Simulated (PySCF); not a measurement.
# Zn²⁺: excitation energies in aug-cc-pVTZ-PP with ECP10

Wanted: the excitation energy of zinc, up a ladder of methods.

The numbers are computed with PySCF 2.14.0 (unrestricted determinants in a Gaussian basis, no spin-orbit coupling in the energies), except any that are marked as measured or tabulated.

**1. Starting point**

```
Element                                   : zinc (Z = 30)
Basis                                     : aug-cc-pVTZ-PP with ECP10MDF (6s6p5d3f2g, 88 functions)
Hamiltonian                               : scalar relativity through the core potential
State 1                                   : Zn²⁺: [Ar] 3d9 4p1, one real determinant (an excited configuration)
State 2                                   : Zn²⁺: [Ar] 3d9 4s1, high-spin 3D determinant (an excited configuration)
State 3                                   : Zn²⁺: [Ar] 3d9 4s1, 4s spin antiparallel (an excited configuration)
Needed too, but not shown                 : Zn²⁺ [Ar] 3d10 (1S)
Methods                                   : CCSD(T)
Core shells frozen in the correlated runs : valence: 3s2 3p6 (for Zn²⁺)
```

Outer shells as boxes (Hund's rule):

Zn2+ [Ar] 3d9 4p1
```
[Ar] core
3d [↑↓][↑↓][↑↓][↑↓][↑ ]
4p [↑ ][  ][  ]
```

Zn2+ [Ar] 3d9 4s1
```
[Ar] core
3d [↑↓][↑↓][↑↓][↑↓][↑ ]
4s [↑ ]
```

One driver process ran all states and methods and kept the integrals in memory. Each run is shown as a PySCF script that sums up its settings (the driver passes frozen orbitals as a list and adds second-order terms of double hybrids); the logs are those of the runs themselves. The driver starts from symmetry-adapted Hartree-Fock orbitals, holds the occupation by maximum overlap and uses a logarithmic radial grid for functionals, so a plain start would take other cycles.

The integrals over 88 functions and the set-up took 0.99 s of CPU time.

**2. Zn²⁺ [Ar] 3d9 4p1: CCSD(T) (valence)**

#### CCSD(T) (valence)

File input.py:

```python
from pyscf import gto, scf, dft, mp, cc
import basis_set_exchange as bse
txt = bse.get_basis("aug-cc-pVTZ-PP", elements=["Zn"], fmt="nwchem", header=False)
cut = txt.index("\nECP")
mol = gto.M(atom="Zn 0 0 0", charge=2, spin=2, symmetry="D2h",
            basis=gto.basis.parse(txt[:cut]),
            ecp={"Zn": gto.basis.parse_ecp(txt[cut:])})
mf = scf.UHF(mol)
mf.irrep_nelec = {'Ag': (3, 2), 'B1g': (1, 1), 'B2g': (1, 1), 'B3g': (1, 1), 'B1u': (2, 1), 'B2u': (1, 1), 'B3u': (1, 1)}
mf.kernel()
mycc = cc.CCSD(mf, frozen=4).run()
mycc.ccsd_t()
```

The program printed:

```text
CC2 = 0
CCSD nocc = (np.int64(6), np.int64(4)), nmo = (84, 84)
frozen orbitals [[0, 1, 2, 3], [0, 1, 2, 3]]
max_cycle = 100
direct = 0
conv_tol = 1e-08
conv_tol_normt = 1e-06
diis_space = 8
diis_start_cycle = 0
Init t2, MP2 energy = -0.361426355265865
Init E_corr(UCCSD) = -0.361426355277075
cycle = 1  E_corr(UCCSD) = -0.337002805124277  dE = 0.0244235502  norm(t1,t2) = 0.039197
cycle = 2  E_corr(UCCSD) = -0.342607959817413  dE = -0.00560515469  norm(t1,t2) = 0.0120748
cycle = 3  E_corr(UCCSD) = -0.342047414894674  dE = 0.000560544923  norm(t1,t2) = 0.00569734
cycle = 4  E_corr(UCCSD) = -0.342392932604367  dE = -0.00034551771  norm(t1,t2) = 0.00351795
cycle = 5  E_corr(UCCSD) = -0.342558088793153  dE = -0.000165156189  norm(t1,t2) = 0.00257722
cycle = 6  E_corr(UCCSD) = -0.342513040442021  dE = 4.50483511e-05  norm(t1,t2) = 0.00201618
cycle = 7  E_corr(UCCSD) = -0.342619667703905  dE = -0.000106627262  norm(t1,t2) = 0.001081
cycle = 8  E_corr(UCCSD) = -0.342630912811127  dE = -1.12451072e-05  norm(t1,t2) = 0.000358155
cycle = 9  E_corr(UCCSD) = -0.342614927593783  dE = 1.59852173e-05  norm(t1,t2) = 0.000157281
cycle = 10  E_corr(UCCSD) = -0.342621633979042  dE = -6.70638526e-06  norm(t1,t2) = 5.46123e-05
cycle = 11  E_corr(UCCSD) = -0.342621340765125  dE = 2.93213918e-07  norm(t1,t2) = 1.76837e-05
cycle = 12  E_corr(UCCSD) = -0.342621543287409  dE = -2.02522284e-07  norm(t1,t2) = 5.94981e-06
cycle = 13  E_corr(UCCSD) = -0.342621397451048  dE = 1.45836361e-07  norm(t1,t2) = 2.58768e-06
cycle = 14  E_corr(UCCSD) = -0.342621344650931  dE = 5.28001171e-08  norm(t1,t2) = 9.877e-07
cycle = 15  E_corr(UCCSD) = -0.342621368080967  dE = -2.34300362e-08  norm(t1,t2) = 3.72257e-07
cycle = 16  E_corr(UCCSD) = -0.342621360968728  dE = 7.1122393e-09  norm(t1,t2) = 1.28376e-07
UCCSD converged
E(UCCSD) = -224.8379329936246  E_corr = -0.342621360968728
UCCSD(T) correction = -0.00737872901527354
```

CPU time 38 s on a shared host, the integrals not counted.

CCSD correlation -0.34262 hartree, triples -0.00738; total -224.845312. T1 = 0.008, largest double amplitude 0.036.

The real determinant used has ⟨L²⟩ near 8 against 12 for a pure F term, so it mixes terms.

**3. Zn²⁺ [Ar] 3d9 4s1: CCSD(T) (valence)**

#### CCSD(T) (valence)

input.py: that of step 2 with these lines changed.

```diff
@@ -8,3 +8,3 @@
 mf = scf.UHF(mol)
-mf.irrep_nelec = {'Ag': (3, 2), 'B1g': (1, 1), 'B2g': (1, 1), 'B3g': (1, 1), 'B1u': (2, 1), 'B2u': (1, 1), 'B3u': (1, 1)}
+mf.irrep_nelec = {'Ag': (4, 2), 'B1g': (1, 1), 'B2g': (1, 1), 'B3g': (1, 1), 'B1u': (1, 1), 'B2u': (1, 1), 'B3u': (1, 1)}
 mf.kernel()
```

The program printed:

```text
CC2 = 0
CCSD nocc = (np.int64(6), np.int64(4)), nmo = (84, 84)
frozen orbitals [[0, 1, 2, 3], [0, 1, 2, 3]]
max_cycle = 100
direct = 0
conv_tol = 1e-08
conv_tol_normt = 1e-06
diis_space = 8
diis_start_cycle = 0
Init t2, MP2 energy = -0.372828967228385
Init E_corr(UCCSD) = -0.372828967238485
cycle = 1  E_corr(UCCSD) = -0.346700535209167  dE = 0.026128432  norm(t1,t2) = 0.0400629
cycle = 2  E_corr(UCCSD) = -0.352742410140901  dE = -0.00604187493  norm(t1,t2) = 0.0111688
cycle = 3  E_corr(UCCSD) = -0.352094132029343  dE = 0.000648278112  norm(t1,t2) = 0.00448541
cycle = 4  E_corr(UCCSD) = -0.352315942012657  dE = -0.000221809983  norm(t1,t2) = 0.00163492
cycle = 5  E_corr(UCCSD) = -0.352383893922238  dE = -6.79519096e-05  norm(t1,t2) = 0.000411394
cycle = 6  E_corr(UCCSD) = -0.352360621808504  dE = 2.32721137e-05  norm(t1,t2) = 0.000155151
cycle = 7  E_corr(UCCSD) = -0.352361112057688  dE = -4.90249185e-07  norm(t1,t2) = 4.12704e-05
cycle = 8  E_corr(UCCSD) = -0.352362582673215  dE = -1.47061553e-06  norm(t1,t2) = 1.47181e-05
cycle = 9  E_corr(UCCSD) = -0.352361906066937  dE = 6.76606277e-07  norm(t1,t2) = 3.63252e-06
cycle = 10  E_corr(UCCSD) = -0.352361930760903  dE = -2.46939654e-08  norm(t1,t2) = 7.61455e-07
cycle = 11  E_corr(UCCSD) = -0.352361949467376  dE = -1.87064733e-08  norm(t1,t2) = 2.56951e-07
cycle = 12  E_corr(UCCSD) = -0.352361947927277  dE = 1.54009921e-09  norm(t1,t2) = 6.78863e-08
UCCSD converged
E(UCCSD) = -225.1152110283839  E_corr = -0.3523619479272769
UCCSD(T) correction = -0.00763022846094933
```

It used 29 s of CPU time after the integrals (shared host).

CCSD correlation -0.35236 hartree, triples -0.00763; total -225.122841. T1 = 0.007, largest double amplitude 0.015.

**4. Zn²⁺ [Ar] 3d9 4s1, s spin flipped, at CCSD(T) (valence)**

#### CCSD(T) (valence)

File input.py:

```python
from pyscf import gto, scf, dft, mp, cc
import basis_set_exchange as bse
txt = bse.get_basis("aug-cc-pVTZ-PP", elements=["Zn"], fmt="nwchem", header=False)
cut = txt.index("\nECP")
mol = gto.M(atom="Zn 0 0 0", charge=2, spin=0, symmetry="D2h",
            basis=gto.basis.parse(txt[:cut]),
            ecp={"Zn": gto.basis.parse_ecp(txt[cut:])})
mf = scf.UHF(mol)
mf.irrep_nelec = {'Ag': (3, 3), 'B1g': (1, 1), 'B2g': (1, 1), 'B3g': (1, 1), 'B1u': (1, 1), 'B2u': (1, 1), 'B3u': (1, 1)}
mf.kernel()
mycc = cc.CCSD(mf, frozen=4).run()
mycc.ccsd_t()
```

The program printed:

```text
CC2 = 0
CCSD nocc = (np.int64(5), np.int64(5)), nmo = (84, 84)
frozen orbitals [[0, 1, 2, 3], [0, 1, 2, 3]]
max_cycle = 100
direct = 0
conv_tol = 1e-08
conv_tol_normt = 1e-06
diis_space = 8
diis_start_cycle = 0
Init t2, MP2 energy = -0.372930480498698
Init E_corr(UCCSD) = -0.372930480499291
cycle = 1  E_corr(UCCSD) = -0.347033015588168  dE = 0.0258974649  norm(t1,t2) = 0.0406437
cycle = 2  E_corr(UCCSD) = -0.353126934239067  dE = -0.00609391865  norm(t1,t2) = 0.0121788
cycle = 3  E_corr(UCCSD) = -0.352516422864614  dE = 0.000610511374  norm(t1,t2) = 0.00621168
cycle = 4  E_corr(UCCSD) = -0.352851956108774  dE = -0.000335533244  norm(t1,t2) = 0.00432956
cycle = 5  E_corr(UCCSD) = -0.353164887012968  dE = -0.000312930904  norm(t1,t2) = 0.0035027
cycle = 6  E_corr(UCCSD) = -0.353131742045559  dE = 3.31449674e-05  norm(t1,t2) = 0.00253071
cycle = 7  E_corr(UCCSD) = -0.353284885743063  dE = -0.000153143698  norm(t1,t2) = 0.00141317
cycle = 8  E_corr(UCCSD) = -0.353315983260646  dE = -3.10975176e-05  norm(t1,t2) = 0.000413652
cycle = 9  E_corr(UCCSD) = -0.353301046283661  dE = 1.4936977e-05  norm(t1,t2) = 0.000166846
cycle = 10  E_corr(UCCSD) = -0.353307654795175  dE = -6.60851151e-06  norm(t1,t2) = 4.76406e-05
cycle = 11  E_corr(UCCSD) = -0.353307570595281  dE = 8.41998933e-08  norm(t1,t2) = 1.81251e-05
cycle = 12  E_corr(UCCSD) = -0.353307528991342  dE = 4.16039392e-08  norm(t1,t2) = 6.43444e-06
cycle = 13  E_corr(UCCSD) = -0.353307382984387  dE = 1.46006955e-07  norm(t1,t2) = 2.39733e-06
cycle = 14  E_corr(UCCSD) = -0.35330735004173  dE = 3.29426572e-08  norm(t1,t2) = 9.38428e-07
cycle = 15  E_corr(UCCSD) = -0.353307383647901  dE = -3.36061712e-08  norm(t1,t2) = 2.96237e-07
cycle = 16  E_corr(UCCSD) = -0.353307379834069  dE = 3.81383142e-09  norm(t1,t2) = 1.47015e-07
UCCSD converged
E(UCCSD) = -225.1069389874165  E_corr = -0.3533073798340695
UCCSD(T) correction = -0.00828002795246692
```

It used 34 s of CPU time after the integrals (shared host).

CCSD correlation -0.35331 hartree, triples -0.00828; total -225.115219. T1 = 0.008, largest double amplitude 0.076.

With the s spin flipped the determinant is a mixture of two multiplicities, not a spectroscopic state.

**5. Differences of total energies**

Excitation energy: Zn²⁺ [Ar] 3d10 (1S) → Zn²⁺ [Ar] 3d9 4p1 (high-spin determinant).

| method | value (eV) | less CCSD(T) (valence) (eV) |
| --- | --- | --- |
| UHF | 15.294 | -1.912 |
| MP2 (valence) | 17.778 | +0.571 |
| SCS-MP2 (valence) | 17.553 | +0.346 |
| CCSD (valence) | 17.114 | -0.092 |
| CCSD(T) (valence) | 17.207 | +0.000 |

Excitation energy: Zn²⁺ [Ar] 3d10 (1S) → Zn²⁺ [Ar] 3d9 4s1 (3D).

| method | value (eV) | less CCSD(T) (valence) (eV) |
| --- | --- | --- |
| UHF | 8.014 | -1.640 |
| MP2 (valence) | 10.187 | +0.533 |
| SCS-MP2 (valence) | 10.009 | +0.354 |
| CCSD (valence) | 9.569 | -0.085 |
| CCSD(T) (valence) | 9.655 | +0.000 |

Excitation energy: Zn²⁺ [Ar] 3d10 (1S) → Zn²⁺ [Ar] 3d9 4s1, s spin flipped.

| method | value (eV) |
| --- | --- |
| UHF | 8.265 |
| MP2 (valence) | 10.435 |
| SCS-MP2 (valence) | 10.189 |

The upper determinant mixes two multiplicities, so it lies between the two terms.

The differences also use runs on Zn²⁺ [Ar] 3d10 (1S), which are not shown here. The runs at UHF, MP2 (valence) are not shown; their differences are listed all the same.

**6. Outcome**

| quantity | value |
| --- | --- |
| excitation energy, Zn²⁺ → [Ar] 3d9 4p1 | UHF 15.294, CCSD(T) (valence) 17.207 eV |
| excitation energy, Zn²⁺ → [Ar] 3d9 4s1 | UHF 8.014, CCSD(T) (valence) 9.655 eV |
| excitation energy, Zn²⁺ → [Ar] 3d9 4s1, s spin flipped | UHF 8.265, MP2 (valence) 10.435 eV |

Each level's miss (mean over 2 differences):

| method | mean absolute miss against CCSD(T) (valence) (eV) |
| --- | --- |
| UHF | 1.776 |
| MP2 (valence) | 0.552 |
| SCS-MP2 (valence) | 0.350 |
| CCSD (valence) | 0.089 |
| CCSD(T) (valence) | 0.000 |

What this shows: The coupled-cluster values of one difference were set aside by the checks on these runs and are not quoted; the lower level shown rests on the same reference and is no safer. For the first difference the methods span 2.483 eV, from UHF (15.294) to MP2 (valence) (17.778). No reference value is at hand in this session. All values hold for this basis alone; no basis-set limit was taken.
